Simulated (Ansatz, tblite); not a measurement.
# Cyclo-(F2GeNMe)3 (C3H9F6Ge3N3): one state, many levels

One table from this session's results is given with a row withheld; the runs are named, their logs left out.

The runs use Ansatz 0.2.0, Gaussian basis; as each input shows.

The runs, in order: GFN1-xTB, GFN2-xTB, PBE-D4/def2-TZVP, r2SCAN-D4/def2-TZVP, revPBE-D4/def2-TZVP, ωB97M-V/def2-TZVP, ωB97X-V/def2-TZVP, LC-ωPBE(0.10)/def2-SVP, LC-ωPBE(0.15)/def2-SVP, LC-ωPBE(0.20)/def2-SVP, LC-ωPBE(0.30)/def2-SVP, PBE-D4/def2-SVP, PBE0-D4/def2-SVP, HF/STO-3G, HF/6-31G, B3LYP-D4/6-31G, MP2/def2-TZVP, RPA/def2-TZVP.

## The structure

The singlet was relaxed beforehand with PBE-D4/def2-SVP.

24 atoms, charge 0, spin multiplicity 1.

Bond lengths: Ge1–F2 1.748 Å, Ge1–F3 1.748 Å, Ge1–N4 1.816 Å, Ge1–N14 1.821 Å, N4–C5 1.478 Å, N4–Ge6 1.821 Å, C5–H16 1.108 Å, C5–H17 1.111 Å, C5–H18 1.109 Å, Ge6–F7 1.748 Å, Ge6–F8 1.749 Å, Ge6–N9 1.821 Å, N9–C10 1.478 Å, N9–Ge11 1.816 Å, C10–H19 1.109 Å, C10–H20 1.108 Å, C10–H21 1.111 Å, Ge11–F12 1.748 Å and more. Angles: F2–Ge1–F3 101.3°, F2–Ge1–N4 113.0°, F2–Ge1–N14 106.8°, F3–Ge1–N4 108.0°, F3–Ge1–N14 114.7°, N4–Ge1–N14 112.7°, Ge1–N4–C5 118.3°, Ge1–N4–Ge6 123.0°, C5–N4–Ge6 118.6°, N4–C5–H16 109.8°, N4–C5–H17 112.3°, N4–C5–H18 109.8°, H16–C5–H17 108.7°, H16–C5–H18 107.5°, H17–C5–H18 108.7°, N4–Ge6–F7 108.1°, N4–Ge6–F8 112.4°, N4–Ge6–N9 113.0° and more.

PBE0-D4/def2-TZVP was run before; its log isn't repeated, and its numbers join the tables.

Set-up of the first run:

Tight binding, by tblite at 300 K electronic temperature and without a spin-polarisation term:

```python
tblite.interface.Calculator('GFN1-xTB', numbers, positions, charge=0, uhf=0).singlepoint()
```

Tight binding, by tblite at 300 K electronic temperature and without a spin-polarisation term:

```python
tblite.interface.Calculator('GFN2-xTB', numbers, positions, charge=0, uhf=0).singlepoint()
```

start.molden holds the orbitals of an earlier run on this state, given as this run's starting guess.

Contents of in.yaml:

```yaml
crystal:
  periodic: [false, false, false]
  atoms:
    - {symbol: Ge, position_ang: [0.558543, -1.078269, -1.428140]}
    - {symbol: F, position_ang: [1.085374, -0.734044, -3.058780]}
    - {symbol: F, position_ang: [0.676790, -2.821810, -1.392150]}
    - {symbol: N, position_ang: [-1.175854, -0.628038, -1.132487]}
    - {symbol: C, position_ang: [-2.219690, -1.286488, -1.946311]}
    - {symbol: Ge, position_ang: [-1.676730, 0.663627, 0.048738]}
    - {symbol: F, position_ang: [-3.243025, 0.232026, 0.692588]}
    - {symbol: F, position_ang: [-2.011574, 2.190725, -0.735265]}
    - {symbol: N, position_ang: [-0.520830, 0.838074, 1.444472]}
    - {symbol: C, position_ang: [-1.032848, 1.368525, 2.725828]}
    - {symbol: Ge, position_ang: [1.254547, 0.480533, 1.308180]}
    - {symbol: F, position_ang: [1.712875, -0.501903, 2.679353]}
    - {symbol: F, position_ang: [2.257284, 1.891793, 1.549154]}
    - {symbol: N, position_ang: [1.708875, -0.215774, -0.311403]}
    - {symbol: C, position_ang: [3.131528, -0.140635, -0.716151]}
    - {symbol: H, position_ang: [-3.186235, -1.264237, -1.405555]}
    - {symbol: H, position_ang: [-2.353395, -0.797475, -2.934348]}
    - {symbol: H, position_ang: [-1.954055, -2.350529, -2.109538]}
    - {symbol: H, position_ang: [-0.508173, 0.879997, 3.571667]}
    - {symbol: H, position_ang: [-2.111314, 1.135271, 2.824009]}
    - {symbol: H, position_ang: [-0.897423, 2.467529, 2.810101]}
    - {symbol: H, position_ang: [3.202809, -0.089061, -1.820089]}
    - {symbol: H, position_ang: [3.713111, -1.018232, -0.362901]}
    - {symbol: H, position_ang: [3.589428, 0.778384, -0.300984]}
basis:
  gaussian: {orbitals: def2-TZVP, fitting: {mean_field: def2-universal-jkfit}, initial_orbitals: start.molden}
hamiltonian: {xc: pbe, dispersion: d4}
scf: {omitted_lower_state_checks: [starts]}
output: {orbitals: {seedname: orbitals}}
```

Command:

```console
ansatz run in.yaml --threads 2 --pin off --events-out ev --progress --plain --max-ram 32768MiB --backend cuda --devices 0, --max-vram 18GiB
```

Steps of the session up to this table: PBE-D4/def2-TZVP; r2SCAN-D4/def2-TZVP; revPBE-D4/def2-TZVP; ωB97M-V/def2-TZVP; ωB97X-V/def2-TZVP; LC-ωPBE(0.10)/def2-SVP; LC-ωPBE(0.15)/def2-SVP; LC-ωPBE(0.20)/def2-SVP; LC-ωPBE(0.30)/def2-SVP; PBE-D4/def2-SVP; PBE0-D4/def2-SVP; HF/STO-3G; HF/6-31G; B3LYP-D4/6-31G; MP2/def2-TZVP; RPA/def2-TZVP.

One of the session's tables, all rows but one given; the rest of the session is left out.

It belongs to the step «Binding energy». 

```
              level  binding an atom (eV)
          HF/STO-3G                     ?
           HF/6-31G                 2.532
       HF/def2-TZVP                 2.764
    PBE-D4/def2-SVP                 4.181
   PBE-D4/def2-TZVP                 4.138
revPBE-D4/def2-TZVP                 4.009
r2SCAN-D4/def2-TZVP                 4.034
     B3LYP-D4/6-31G                 3.904
   PBE0-D4/def2-SVP                 4.048
  PBE0-D4/def2-TZVP                 4.019
  ωB97X-V/def2-TZVP                 4.064
  ωB97M-V/def2-TZVP                 4.027
      MP2/def2-TZVP                 4.045
```

**Question.** Estimate the row for HF/STO-3G.

**Answer.** binding an atom (eV): 3.019. In the column «binding an atom (eV)» it lies between HF/def2-TZVP (2.764) and B3LYP-D4/6-31G (3.904).

Caveats from the session: Free atoms were run apart at each level; binding is atoms less cluster, divided by the number of atoms, without zero-point or spin-orbit terms.
